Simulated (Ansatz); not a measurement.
# C2H9NSSi: one species, many methods

The task here is to estimate one member of a computed series from the others.

Program: Ansatz 0.2.0, Gaussian basis. Level of theory: functionals in def2-TZVPP, the program's frozen cores in correlated methods. These are calculated values, not measurements.

Levels to be run: LDA (SPW92), PBE-D4, revPBE-D4, BLYP-D4, r2SCAN-D4, B97M-V, PBE0-D4, B3LYP-D4, r2SCANh-D4, r2SCAN0-D4, HSE06-D4, BHLYP-D4, CAM-B3LYP-D4, LC-ωPBE, ωB97X-V, ωB97M-V, B2PLYP, PBE-QIDH; CCSD(T)/def2-SVP; CCSD(T)/def2-TZVPP; MP2/def2-QZVPP; extrapolation to the limit; RPA on PBE.

## The relaxed structure

All runs share one geometry, relaxed beforehand with PBE0-D4 in a triple-zeta def2 set.

SMILES `CN[SiH](C)S`, 14 atoms, charge 0, spin multiplicity 1.

Atoms are counted from 1 here; the program's logs count them from 0.

Bond lengths: C1–N2 1.446 Å, C1–H6 1.098 Å, C1–H7 1.094 Å, C1–H8 1.092 Å, N2–Si3 1.711 Å, N2–H9 1.008 Å, Si3–C4 1.861 Å, Si3–S5 2.146 Å, Si3–H10 1.495 Å, C4–H11 1.093 Å, C4–H12 1.092 Å, C4–H13 1.094 Å, S5–H14 1.343 Å. Angles: N2–C1–H6 113.5°, N2–C1–H7 110.9°, N2–C1–H8 109.9°, H6–C1–H7 108.0°, H6–C1–H8 107.5°, H7–C1–H8 106.9°, C1–N2–Si3 126.2°, C1–N2–H9 113.8°, Si3–N2–H9 116.7°, N2–Si3–C4 109.5°, N2–Si3–S5 104.0°, N2–Si3–H10 116.3°, C4–Si3–S5 113.7°, C4–Si3–H10 108.1°, S5–Si3–H10 105.4°, Si3–C4–H11 109.4°, Si3–C4–H12 111.2°, Si3–C4–H13 111.6° and more.

The first run:

in.yaml

```yaml
crystal:
  periodic: [false, false, false]
  atoms:
    - {symbol: C, position_ang: [-1.247239, 1.154257, 1.120772]}
    - {symbol: N, position_ang: [-0.190131, 1.186869, 0.134542]}
    - {symbol: Si, position_ang: [0.372053, -0.140008, -0.787119]}
    - {symbol: C, position_ang: [0.368877, -1.673887, 0.267404]}
    - {symbol: S, position_ang: [2.329585, 0.464212, -1.424976]}
    - {symbol: H, position_ang: [-2.240315, 1.366203, 0.704010]}
    - {symbol: H, position_ang: [-1.056517, 1.875060, 1.921248]}
    - {symbol: H, position_ang: [-1.290749, 0.167233, 1.585248]}
    - {symbol: H, position_ang: [-0.012378, 2.105692, -0.240066]}
    - {symbol: H, position_ang: [-0.380522, -0.439925, -2.044052]}
    - {symbol: H, position_ang: [0.838179, -2.493026, -0.282575]}
    - {symbol: H, position_ang: [0.929297, -1.518176, 1.191959]}
    - {symbol: H, position_ang: [-0.648353, -1.984985, 0.521173]}
    - {symbol: H, position_ang: [2.215215, -0.098618, -2.638668]}
basis:
  gaussian: {orbitals: def2-TZVPP}
hamiltonian: {xc: lda}
output: {orbitals: {seedname: orbitals}}
```

Steps of the session up to this table: LDA; PBE-D4 (GGA); revPBE-D4 (GGA); BLYP-D4 (GGA); r2SCAN-D4 (meta-GGA); B97M-V (meta-GGA); PBE0-D4 (hybrid); B3LYP-D4 (hybrid); r2SCANh-D4 (hybrid); r2SCAN0-D4 (hybrid); HSE06-D4 (hybrid); BHLYP-D4 (hybrid); CAM-B3LYP-D4 (range-separated); LC-ωPBE (range-separated); ωB97X-V (range-separated); ωB97M-V (range-separated); B2PLYP (double hybrid); PBE-QIDH (double hybrid).

One of the session's tables, all rows but one given; the rest of the session is left out.

It belongs to the step «Orbital energies across the functionals». 

| functional | HOMO (eV) | LUMO (eV) | gap (eV) |
| --- | --- | --- | --- |
| LDA (SPW92) | -5.59 | -0.49 | 5.10 |
| PBE-D4 | -5.48 | -0.32 | 5.16 |
| revPBE-D4 | -5.43 | -0.24 | 5.19 |
| BLYP-D4 | -5.38 | -0.24 | 5.13 |
| r2SCAN-D4 | -5.75 | 0.05 | 5.80 |
| B97M-V | ? | ? | ? |
| PBE0-D4 | -6.82 | 0.59 | 7.41 |
| B3LYP-D4 | -6.61 | 0.32 | 6.92 |
| r2SCANh-D4 | -6.25 | 0.38 | 6.63 |
| r2SCAN0-D4 | -7.01 | 0.84 | 7.85 |
| HSE06-D4 | -6.41 | 0.22 | 6.63 |
| BHLYP-D4 | -8.08 | 1.41 | 9.50 |
| CAM-B3LYP-D4 | -8.21 | 1.55 | 9.76 |
| LC-ωPBE | -9.56 | 2.81 | 12.37 |
| ωB97X-V | -9.23 | 2.62 | 11.85 |
| ωB97M-V | -9.12 | 2.28 | 11.40 |

**Question.** Estimate the row for B97M-V.

The run gave: HOMO (eV): -5.87; LUMO (eV): -0.15; gap (eV): 5.72. In the column «HOMO (eV)» it lies between r2SCANh-D4 (-6.25) and r2SCAN-D4 (-5.75).
